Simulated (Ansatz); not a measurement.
# Ge (sc type): how the settings move a single-point run

Question: which choices in the input matter for Ge (sc type)?

Method: reference: DFT, PBEsol, PAW with Ansatz's default frozen-core files, scalar-relativistic, in Ansatz 0.2.0.

1 further run of the same task is left out (it didn't finish). Runs told in other sessions of the task aren't counted.

## 1. The starting structure

The structure is cubic, space group Pm-3m (No. 221). The conventional cell has a = 2.012 Å, b = 2.012 Å, c = 2.012 Å, α = 90.00°, β = 90.00°, γ = 90.00°. Ge (site symmetry m-3m) is surrounded by 6 Ge at 2.01 Å.

As a file:

```cif
data_structure
_symmetry_space_group_name_H-M 'Pm-3m'
_symmetry_Int_Tables_number 221
_cell_length_a 2.0123
_cell_length_b 2.0123
_cell_length_c 2.0123
_cell_angle_alpha 90.000
_cell_angle_beta 90.000
_cell_angle_gamma 90.000
_cell_volume 8.15
loop_
_atom_site_label
_atom_site_type_symbol
_atom_site_symmetry_multiplicity
_atom_site_Wyckoff_symbol
_atom_site_fract_x
_atom_site_fract_y
_atom_site_fract_z
_atom_site_occupancy
Ge1 Ge 1 a 0.00000 0.00000 0.00000 1
```

## 2. The reference run

Contents of input.yaml:

```yaml
crystal:
  lattice:
    - [2.0122592912, 0.0, 0.0]
    - [0.0, 2.0122592912, 0.0]
    - [0.0, 0.0, 2.0122592912]
  atoms:
    - { symbol: Ge, position: [0.0, 0.0, 0.0] }
kpoints:
  mp_grid: { grid: [15, 15, 15] }
  band_path:
    path:
      - [0.0, 0.0, 0.0]
      - [0.0, 0.5, 0.0]
      - [0.5, 0.5, 0.0]
      - [0.0, 0.0, 0.0]
      - [0.5, 0.5, 0.5]
      - [0.0, 0.5, 0.0]
      - [0.5, 0.5, 0.5]
      - [0.5, 0.5, 0.0]
    npoints: 8
scf:
  occupations: { method: fermi_dirac, width: 0.1 }
hamiltonian:
  xc: pbesol
  pseudopotentials: { kind: paw }
output:
  forces: true
  stress: true
  eigenvalues: true
  populations: true
  dos: { projected: true, de: 0.2, e_range: [-14, 8] }
```

The run is started by

```bash
ansatz run input.yaml --threads 1 --pin off --max-ram 2048MiB --backend cpu --events-out ev --progress --plain --runs-dir out
```

## 3. Changed: occupations.method tetrahedron_uncorrected, mixing.algorithm anderson, mixing.beta 0.3, width left out

input.yaml: that of step 2 with these lines changed.

```diff
@@ -21,3 +21,4 @@
 scf:
-  occupations: { method: fermi_dirac, width: 0.1 }
+  occupations: { method: tetrahedron_uncorrected }
+  mixing: { algorithm: anderson, beta: 0.3 }
 hamiltonian:
@@ -30,2 +31 @@
   populations: true
-  dos: { projected: true, de: 0.2, e_range: [-14, 8] }
```

Before running it: what results should come out? Wanted: for each run, ending; energy change; pressure; gap; force.

The runs gave:

| run | ending | energy change | pressure (GPa) | gap (eV) | force (eV/Å) | cycles | time |
| --- | --- | --- | --- | --- | --- | --- | --- |
| reference | converged | 0 | 447.6 | 0.00 | 0.00 | 6 | 1.4 s |
| 1: occupations.method tetrahedron_uncorrected, mixing.algorithm anderson, mixing.beta 0.3, width left out | converged | +99.5 meV/atom (σ→0) | 447.5 | 0.00 | 0.00 | 7 | 1.4 s |

Times don't compare one to one where runs were asked for different outputs or read a saved state (see the inputs); cycles may leave out searches for a lower state.

Residual by cycle in the longest SCF loop of each run; runs are numbered as in the table. The quantity is the density residual dr2, in eV.

| cycle | reference | run 1 |
| --- | --- | --- |
| 1 | 0.0205 | 0.02 |
| 2 | 0.00104 | 0.00542 |
| 3 | 3.2e-4 | 1.7e-4 |
| 4 | 3.5e-7 | 6.0e-7 |
| 5 | 1.1e-8 | 6.3e-7 |
| 6 | 2.5e-11 | 4.0e-8 |
| 7 | - | 4.5e-11 |

Changing the smearing and mixing moves the energy by +99.5 meV/atom (σ→0 values). Mixing only sets the path, so the shift comes from the other change. The structure is not at rest: the sound run finds 448 GPa, so these are no properties of the relaxed crystal. 

At pressures up to 448 GPa the PAW spheres may overlap and frozen cores may not hold, so those PAW values are rough without an all-electron check.
